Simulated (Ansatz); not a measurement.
# AgB2 (P6/mmm): zero-pressure volume and bulk modulus with PBE + D4

One table from this session's results is given with a row withheld; the runs are named, their logs left out.

Method: DFT PBE + D4, scalar-relativistic, plane waves, PAW, in Ansatz 0.2.0.

1 further run of the same task is left out (set aside as unsound or not needed). Runs told in other sessions of the task aren't counted.

**The system as given**

Symmetry: P6/mmm, No. 191, hexagonal system. Conventional cell: a = 2.844 Å, b = 2.844 Å, c = 3.605 Å, α = 90.00°, β = 90.00°, γ = 120.00°. Ag (site symmetry 6/mmm) has 12 B at 2.44 Å in its first shell of neighbours. Around B (site symmetry -6m2) lie 3 B at 1.64 Å and 6 Ag at 2.44 Å.

Structure file:

```
Ag B
1.0
     2.84426    0.00000    0.00000
    -1.42213    2.46320    0.00000
     0.00000    0.00000    3.60454
Ag B
1 2
Direct
  0.00000 0.00000 0.00000
  0.33333 0.66667 0.50000
  0.66667 0.33333 0.50000
```

An earlier run on this cell at PBE gave 58.68 GPa at 8.418 Å³/atom (10×10×8 mesh), a metal on this mesh. The cell is compressed at this level.

The first run:

input.yaml reads:

```yaml
crystal:
  lattice:
    - [2.8442575057, 0.0, 0.0]
    - [-1.4221287528, 2.4631992548, 0.0]
    - [0.0, 0.0, 3.6045386006]
  atoms:
    - { symbol: Ag, position: [0.0, 0.0, 0.0] }
    - { symbol: B, position: [0.3333333333, 0.6666666667, 0.5] }
    - { symbol: B, position: [0.6666666667, 0.3333333333, 0.5] }
basis:
  ecutwfc: 420
  ecutrho_ratio: 4
kpoints:
  mp_grid: { grid: [10, 10, 8] }
hamiltonian:
  xc: pbe
  dispersion: d4
scf:
  occupations: { method: gaussian, width: 0.05 }
output:
  forces: true
  stress: true
  eigenvalues: true
relax:
  f_tol: 0.02
  max_steps: 40
  cell: { stress_tol: 0.2, fix: [volume] }
```

Command:

```sh
ansatz run input.yaml --threads 4 --pin off --max-ram 8192MiB --backend cpu --events-out ev --progress --plain --runs-dir out
```

Among the steps run: At the given cell; Stepping to 9.428 Å³/atom; Stepping to 10.314 Å³/atom; Stepping to 10.283 Å³/atom; Volume × 0.98 of the new zero; Volume × 1.02 of the new zero; Volume × 0.96 of the new zero; Volume × 1.04 of the new zero.

One table of the session follows, with a row left open; its other results are not shown here.

It belongs to the step «Energy and pressure against volume». 

```
volume (Å³/atom)  energy (meV/atom)  pressure (GPa)
           9.871               8.52            6.90
          10.077               2.08            3.27
          10.283               0.00            0.02
          10.488                  ?               ?
          10.694               7.23           -5.55
```

Estimate the missing values for volume (Å³/atom) = 10.488.

Worked estimate for «energy (meV/atom)». A straight line through the neighbours (10.283, 0.00) and (10.694, 7.23) gives 0.00 + (7.23 − 0.00) × (10.488 − 10.283) / (10.694 − 10.283) = 3.61; a parabola fitted to 3 rows on both sides gives 1.71.

As computed: energy (meV/atom): 1.83; pressure (GPa): -2.92. In «energy (meV/atom)» the line misses by +1.78 and the parabola by -0.12.
